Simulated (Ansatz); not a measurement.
# C2H4GeN radical: one species, many methods

An exercise on one series of results from a longer session: the logs are not shown, and one member is left open.

Method: functionals in def2-TZVPP, the program's frozen cores in correlated methods; program: Ansatz 0.2.0, Gaussian basis.

Plan: LDA (SPW92), PBE-D4, revPBE-D4, BLYP-D4, r2SCAN-D4, B97M-V, PBE0-D4, B3LYP-D4, r2SCANh-D4, r2SCAN0-D4, HSE06-D4, BHLYP-D4, CAM-B3LYP-D4, LC-ωPBE, ωB97X-V, ωB97M-V, B2PLYP, PBE-QIDH; CCSD(T)/def2-SVP; CCSD(T)/def2-TZVPP; MP2/def2-QZVPP; extrapolation to the limit; RPA on PBE.

## The geometry

An earlier PBE0-D4 in a triple-zeta def2 set relaxation fixed the geometry.

SMILES `[CH3][GeH][C]#N`, 8 atoms, charge 0, spin multiplicity 2.

Atoms are counted from 1 here; the program's logs count them from 0.

Bond lengths: C1–Ge2 1.950 Å, C1–H5 1.089 Å, C1–H6 1.089 Å, C1–H7 1.092 Å, Ge2–C3 1.923 Å, Ge2–H8 1.540 Å, C3–N4 1.154 Å. Angles: Ge2–C1–H5 109.8°, Ge2–C1–H6 109.9°, Ge2–C1–H7 109.0°, H5–C1–H6 109.5°, H5–C1–H7 109.4°, H6–C1–H7 109.2°, C1–Ge2–C3 108.4°, C1–Ge2–H8 114.9°, C3–Ge2–H8 106.7°, Ge2–C3–N4 175.6°.

The first run:

in.yaml reads:

```yaml
crystal:
  periodic: [false, false, false]
  atoms:
    - {symbol: C, position_ang: [-0.712256, 0.924824, -0.377485]}
    - {symbol: Ge, position_ang: [-0.106764, -0.452545, 0.863111]}
    - {symbol: C, position_ang: [1.645742, -1.029368, 0.322460]}
    - {symbol: N, position_ang: [2.730593, -1.326082, 0.062452]}
    - {symbol: H, position_ang: [-1.703333, 1.272620, -0.088174]}
    - {symbol: H, position_ang: [-0.016702, 1.762857, -0.368748]}
    - {symbol: H, position_ang: [-0.754771, 0.503518, -1.384014]}
    - {symbol: H, position_ang: [-0.990210, -1.713125, 0.914699]}
basis:
  gaussian: {orbitals: def2-TZVPP}
magnetization: {spin_polarized: true, initial_magnetization: 1}
hamiltonian: {xc: lda}
output: {orbitals: {seedname: orbitals}}
```

The run is started by

```bash
ansatz run in.yaml --threads 4 --pin off --events-out ev --progress --plain --max-ram 10444MiB
```

Steps of the session up to this table: LDA; PBE-D4 (GGA); revPBE-D4 (GGA); BLYP-D4 (GGA); r2SCAN-D4 (meta-GGA); B97M-V (meta-GGA); B3LYP-D4 (hybrid); r2SCANh-D4 (hybrid); r2SCAN0-D4 (hybrid); HSE06-D4 (hybrid); BHLYP-D4 (hybrid); CAM-B3LYP-D4 (range-separated); LC-ωPBE (range-separated); ωB97X-V (range-separated); ωB97M-V (range-separated); B2PLYP (double hybrid); PBE-QIDH (double hybrid).

One of the session's tables, all rows but one given; the rest of the session is left out.

It belongs to the step «Frontier levels by functional». 

| functional | HOMO (eV) | LUMO (eV) | gap (eV) |
| --- | --- | --- | --- |
| LDA (SPW92) | -5.67 | -4.71 | 0.96 |
| PBE-D4 | -5.62 | -4.30 | 1.31 |
| revPBE-D4 | -5.59 | -4.15 | 1.44 |
| BLYP-D4 | -5.41 | -4.35 | 1.07 |
| r2SCAN-D4 | -6.00 | -3.94 | 2.06 |
| B97M-V | -5.76 | -4.43 | 1.33 |
| PBE0-D4 | -6.73 | -3.37 | 3.37 |
| B3LYP-D4 | -6.46 | -3.79 | 2.68 |
| r2SCANh-D4 | -6.40 | -3.62 | 2.78 |
| r2SCAN0-D4 | -7.01 | -3.14 | 3.88 |
| HSE06-D4 | -6.34 | -3.75 | 2.60 |
| BHLYP-D4 | -7.66 | -2.56 | 5.11 |
| CAM-B3LYP-D4 | -7.94 | -2.48 | 5.46 |
| LC-ωPBE | -9.35 | -1.02 | 8.33 |
| ωB97X-V | ? | ? | ? |
| ωB97M-V | -8.70 | -1.56 | 7.14 |

**Question.** Estimate the row for ωB97X-V.

As computed: HOMO (eV): -8.84; LUMO (eV): -1.48; gap (eV): 7.36. In the column «HOMO (eV)» it lies between LC-ωPBE (-9.35) and ωB97M-V (-8.70).
